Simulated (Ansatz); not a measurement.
# H₆OSSi₂: two torsions

Aim: map the energy of H₆OSSi₂, SMILES O[SiH2][SiH2]S over two coordinates, and find its wells, ridges and stiffness.

Program: Ansatz 0.2.0. Level of theory: RKS PBE-D4/def2-SVP. These are calculated values, not measurements.

### 1 Starting geometry

10 atoms, charge 0, spin multiplicity 1.

Atoms are counted from 1 here; the program's logs count them from 0.

Bond lengths: O1–Si2 1.685 Å, O1–H5 0.983 Å, Si2–Si3 2.358 Å, Si2–H6 1.500 Å, Si2–H7 1.513 Å, Si3–S4 2.196 Å, Si3–H8 1.504 Å, Si3–H9 1.506 Å, S4–H10 1.364 Å. Angles: Si2–O1–H5 110.3°, O1–Si2–Si3 102.6°, O1–Si2–H6 108.3°, O1–Si2–H7 113.4°, Si3–Si2–H6 115.9°, Si3–Si2–H7 108.2°, H6–Si2–H7 108.6°, Si2–Si3–S4 100.8°, Si2–Si3–H8 112.7°, Si2–Si3–H9 118.7°, S4–Si3–H8 102.6°, S4–Si3–H9 111.4°, H8–Si3–H9 109.2°, Si3–S4–H10 94.4°.

As a file:

```xyz
10

O    -1.69699    0.61944   -0.87959
Si   -0.89892    0.78908    0.59428
Si    0.71439   -0.92873    0.50575
S     1.29709   -0.83551   -1.60946
H    -1.09162    0.23811   -1.55375
H    -1.91382    0.67765    1.69376
H    -0.17640    2.11014    0.73810
H     0.10918   -2.30062    0.62022
H     1.91542   -0.83968    1.41063
H     1.82486    0.41892   -1.51694
```

This geometry comes from a loose relaxation at PBE in a small basis, which is not shown.

### 3 Setting up the map

- dihedral Si2–Si3–S4–H10: 12 values from −180 to 150 °, periodic
- dihedral O1–Si2–Si3–S4: 12 values from −180 to 150 °, periodic

Nothing else is relaxed (all other coordinates rigid). Energies count from the relaxed molecule at the same level. Points are written as (first, second).

(The set-up runs are not shown.)

### 4 Grid point (60°, 30°)

input.yaml

```yaml
crystal:
  periodic: [false, false, false]
  atoms:
    - { symbol: O, position_ang: [-1.684602, 0.64623, -0.888537] }
    - { symbol: Si, position_ang: [-0.900932, 0.789375, 0.595806] }
    - { symbol: Si, position_ang: [0.714161, -0.925934, 0.504609] }
    - { symbol: S, position_ang: [1.111552, -1.020928, -1.653081] }
    - { symbol: H, position_ang: [-1.083371, 0.250775, -1.557439] }
    - { symbol: H, position_ang: [-1.921648, 0.653079, 1.688027] }
    - { symbol: H, position_ang: [-0.189512, 2.111886, 0.767679] }
    - { symbol: H, position_ang: [0.140214, -2.284915, 0.795031] }
    - { symbol: H, position_ang: [1.987317, -0.748486, 1.290193] }
    - { symbol: H, position_ang: [1.536631, 0.272763, -1.740822] }
basis:
  gaussian: { orbitals: def2-SVP }
hamiltonian:
  xc: pbe
  dispersion: d4
output:
  forces: true
```

Started as:

```
ansatz run input.yaml --threads 1 --pin off --max-ram 2560MiB --backend cpu --events-out ev --progress --plain --runs-dir out
```

Further runs follow: the other points that were computed.

**Question.** What will these runs give? Wanted: lowest point; highest computed point; largest force on an atom.

As calculated:

| quantity | value |
| --- | --- |
| lowest point | (60°, 30°), 0.013 eV |
| highest computed point | (0°, 0°), 0.545 eV above the lowest |
| largest force on an atom (eV/Å) | 0.11 at (60°, 30°) to 1.29 at (−30°, −90°); 0.11 at the lowest point |
| time for the whole task | 9.4 min on 1 thread, shared host |

**Reading.** The lowest computed point is at (60°, 30°), 0.013 eV from the relaxed molecule at the same level. There are further wells near (−120°, 30°) (0.046 eV above the lowest at that grid point); (0°, −30°) (0.181 eV above the lowest at that grid point); (60°, −180°) (0.249 eV above the lowest at that grid point). The highest computed point, (0°, 0°), lies 0.545 eV above the lowest. On the interpolated surface the easiest way out of the lowest well to the well at (−120°, 30°) passes a barrier of about 0.2 eV. Round the minimum the valley is somewhat tilted: raising dihedral Si2–Si3–S4–H10 shifts the best value of dihedral O1–Si2–Si3–S4 downwards (coupling k₁₂/√(k₁₁k₂₂) about 0.5). Between some neighbouring points the energy changes steeply, from close contacts of the rigid frames or a change of state; the map doesn't tell which.
